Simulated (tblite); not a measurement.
# C5H16Si2: the cost of one run

The runs use tblite 0.8.0 and PySCF 2.14.0, with density-fitted response routines of our own; the level of theory stands in each step. All values are computed, except where a source is named. Atoms are numbered from 0 throughout.

### Step 1. The starting structure

23 atoms, charge 0, multiplicity 1; geometry from: force field or distance geometry start.

Bonds of the start (Å): C0–C1 1.52, C1–C2 1.49, C1–Si3 1.87, Si3–C4 1.88, Si3–C5 1.85, C5–Si6 1.86, C0–H7 1.10, C0–H8 1.12, C0–H9 1.11, C1–H10 1.11, C2–H11 1.12, C2–H12 1.12, C2–H13 1.11, Si3–H14 1.47, C4–H15 1.11, C4–H16 1.09, C4–H17 1.12, C5–H18 1.11, C5–H19 1.10, Si6–H20 1.48, Si6–H21 1.47, Si6–H22 1.46.

### Step 2. Geometry optimisation with GFN2-xTB

The job: settings as JSON, then the geometry in Å.

```
{"job": {"kind": "relax", "xc": "GFN2-xTB", "basis": "xTB"}, "charge": 0, "multiplicity": 1}
C     -1.761000    -0.883900     0.901700
C     -0.930300     0.353000     0.600400
C     -1.868300     1.450500     0.229800
Si     0.259400    -0.002100    -0.791900
C     -0.247300    -1.533700    -1.747900
C      1.984600    -0.335100    -0.205200
Si     2.648500     0.953800     0.955000
H     -1.080700    -1.705100     1.155500
H     -2.367400    -1.084000    -0.016900
H     -2.493900    -0.717100     1.724500
H     -0.332100     0.594700     1.497600
H     -1.524100     1.958500    -0.703000
H     -2.888800     1.035100     0.032600
H     -1.962700     2.242700     1.001100
H      0.194200     1.124200    -1.741200
H     -0.012700    -1.339200    -2.816800
H     -1.292500    -1.813100    -1.581200
H      0.435000    -2.364400    -1.448000
H      2.639900    -0.365000    -1.097900
H      2.019400    -1.333400     0.262100
H      3.864600     0.381500     1.574400
H      1.692900     1.257600     2.025100
H      3.018700     2.151300     0.200300
```

Command:

```sh
$ OMP_NUM_THREADS=1 python probes_run.py task.json out
```

This one command runs all jobs of the session in turn.

**Question.** How long does this first job take on 1 thread of Arm Neoverse V1, shared host, and how much memory does it need?

About 2.1 s, with a peak of 0.18 GiB.
